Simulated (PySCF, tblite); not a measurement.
**C₅H₉ClF₂Si: geometry, infrared bands and NMR shifts**

Aim: predict the infrared bands and NMR shifts of C₅H₉ClF₂Si (`C/C([SiH3])=C(\Cl)CC(F)F`).

The runs use tblite 0.8.0 and PySCF 2.14.0, with density-fitted response routines of our own; the level of theory stands in each step. All values are computed, except where a source is named. Atoms count from 0, in the outputs and in this text.

## Step 1: The starting structure

18 atoms, charge 0, multiplicity 1; geometry from: force field or distance geometry start.

Bonds of the start (Å): C0–C1 1.48, C1–Si2 1.83, C1–C3 1.31, C3–Cl4 1.75, C3–C5 1.49, C5–C6 1.52, C6–F7 1.38, C6–F8 1.38, C0–H9 1.11, C0–H10 1.10, C0–H11 1.11, Si2–H12 1.49, Si2–H13 1.47, Si2–H14 1.50, C5–H15 1.12, C5–H16 1.08, C6–H17 1.11.

## Step 2: Optimising the geometry with GFN2-xTB

The job: settings as JSON, then the geometry in Å.

```
{"job": {"kind": "relax", "xc": "GFN2-xTB", "basis": "xTB"}, "charge": 0, "multiplicity": 1}
C     -1.926700     1.409600     0.084900
C     -0.950700     0.309200    -0.109900
Si    -1.466500    -1.437700     0.045800
C      0.303300     0.598600    -0.374700
Cl     0.762900     2.286400    -0.486000
C      1.378300    -0.410900    -0.575400
C      2.426600    -0.127500     0.493300
F      1.796000    -0.278400     1.716000
F      3.496600    -0.974200     0.322100
H     -2.666100     1.093800     0.843800
H     -1.364800     2.309000     0.387000
H     -2.467700     1.572800    -0.872400
H     -1.222000    -1.964000     1.419000
H     -0.857800    -2.311300    -0.971200
H     -2.948300    -1.427700    -0.202200
H      1.853900    -0.121500    -1.544400
H      1.063400    -1.443200    -0.611400
H      2.780900     0.923300     0.424000
```

Launch:

```
$ OMP_NUM_THREADS=1 python probes_run.py task.json out
```

This one command runs all jobs of the session in turn.

**Question.** This job is followed by: GFN2-xTB harmonic vibrations, gas phase; GIAO PBE0/pcSseg-1 NMR shielding, non-relativistic, gas phase. What will the session give for the following? strongest single infrared mode (GFN2-xTB); zero-point energy (GFN2-xTB); 13C shifts against TMS (PBE0/pcSseg-1); 1H shifts against TMS (PBE0/pcSseg-1, means over atoms taken as alike); 29Si shifts against TMS (PBE0/pcSseg-1); 35Cl shifts against HCl (PBE0/pcSseg-1); 19F shifts against CFCl3 (PBE0/pcSseg-1, means over atoms taken as alike).

The runs gave:

| quantity | value |
| --- | --- |
| strongest single infrared mode (GFN2-xTB) | 802 cm⁻¹, 411 km/mol |
| zero-point energy (GFN2-xTB) | 77.4 kcal/mol |
| 13C shifts against TMS (PBE0/pcSseg-1) | 143.6, 136.2, 121.8, 50.8, 26.2 ppm |
| 1H shifts against TMS (PBE0/pcSseg-1, means over atoms taken as alike) | 6.41, 4.31, 2.82, 2.22 ppm |
| 29Si shifts against TMS (PBE0/pcSseg-1) | -73.0 ppm |
| 35Cl shifts against HCl (PBE0/pcSseg-1) | 259 ppm |
| 19F shifts against CFCl3 (PBE0/pcSseg-1, means over atoms taken as alike) | -135.6 ppm |

What this shows: The optimisation took 127 steps and gained 0.500 eV; among the close pairs (by a distance rule), C1–Si2 changed most, from 1.828 to 1.901 Å. All 48 modes are real, so the xTB geometry is a minimum. The strongest single mode, at 802 cm⁻¹, moves mainly H13 and H14. Unscaled tight-binding wavenumbers are off by several per cent, some by more. Its intensities can rank the bands wrongly. The most deshielded hydrogen is H17 (hydrogen on an sp3 CH bonded to 2 F), at 6.41 ppm: its carbon carries F, an electronegative neighbour. At PBE0/pcSseg-1: The largest span, 484 ppm, is at Cl4, where the paramagnetic term is -458 ppm.
